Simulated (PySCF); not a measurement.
# Ge2 (triplet) with other numerical set-ups

Which parts of the numerical set-up matter for Ge2 (triplet)? Each run edits the base script.

Method: method and basis as typed in the scripts; program: PySCF 2.14.0.

1 further run of the same task is left out (it didn't finish).

## (1) Where the work starts

Ge2 (triplet): 2 atoms, charge 0, spin multiplicity 3.

Bond lengths: Ge1–Ge2 2.088 Å.

## (2) The run that the others are compared with

Input file input.py:

```python
from pyscf import gto, scf

mol = gto.M(
    atom='Ge 0 0 0; Ge 0 0 2.088',
    basis='cc-pvdz',
    charge=0,
    spin=2,
    verbose=3,
)
mf = scf.UHF(mol)
mf.kernel()
mf.nuc_grad_method().kernel()
mf.dip_moment()
print('orbital energies (hartree):', [e[max(0, n-3):n+3].round(4) for e, n in zip(mf.mo_energy, mol.nelec)])
```

Run with:

```sh
$ python input.py
```

Its log is not repeated here.

In short: E(SCF) = -4150.599764 Eh, ⟨S²⟩ = 2.018, μ = 0.00 D, gradient on the second atom -0.0775 Eh/bohr.

The bond length is a typed value, not an optimised one. The triplet is typed in the script; nothing here shows that it is the ground state.

## (3) Cc-pvdz-dk (X2C on)

Edit 1 changes basis set: cc-pvdz → cc-pvdz-dk; spin-free X2C: off → on.

Input file input.py:

```python
from pyscf import gto, scf

mol = gto.M(
    atom='Ge 0 0 0; Ge 0 0 2.088',
    basis='cc-pvdz-dk',
    charge=0,
    spin=2,
    verbose=3,
)
mf = scf.UHF(mol)
mf = mf.sfx2c1e()
mf.kernel()
mf.nuc_grad_method().kernel()
mf.dip_moment()
print('orbital energies (hartree):', [e[max(0, n-3):n+3].round(4) for e, n in zip(mf.mo_energy, mol.nelec)])
```

Run with:

```sh
$ python input.py
```

## (4) Pcseg-1

Edit 2 changes basis set: cc-pvdz → pcseg-1.

Edit input.py of step 2 so:

```diff
@@ -4,3 +4,3 @@
     atom='Ge 0 0 0; Ge 0 0 2.088',
-    basis='cc-pvdz',
+    basis='pcseg-1',
     charge=0,
```

## (5) Lanl2dz (core potential on)

Edit 3 changes basis set: cc-pvdz → lanl2dz; core potential: off → on. The core potential changes with it: totals don't compare.

Edit input.py of step 2 so:

```diff
@@ -4,3 +4,4 @@
     atom='Ge 0 0 0; Ge 0 0 2.088',
-    basis='cc-pvdz',
+    basis='lanl2dz',
+    ecp={'Ge': 'lanl2dz'},
     charge=0,
```

Before running it: what results should come out? Wanted: for each run, E(SCF); from base; gap, α spin.

As calculated:

```csv
run,E(SCF) (hartree),from base (eV),"gap, α spin (eV)",functions
base,-4150.599764,0,8.63,54
cc-pvdz-dk (X2C on),-4193.956403,not comparable,8.61,54
pcseg-1,-4150.114483,+13.2052,8.65,54
lanl2dz (core potential on),-7.185366,not comparable,n/a,16
```

What this shows: pcseg-1 (54 functions) gives an energy 13.21 eV higher than cc-pvdz (54).
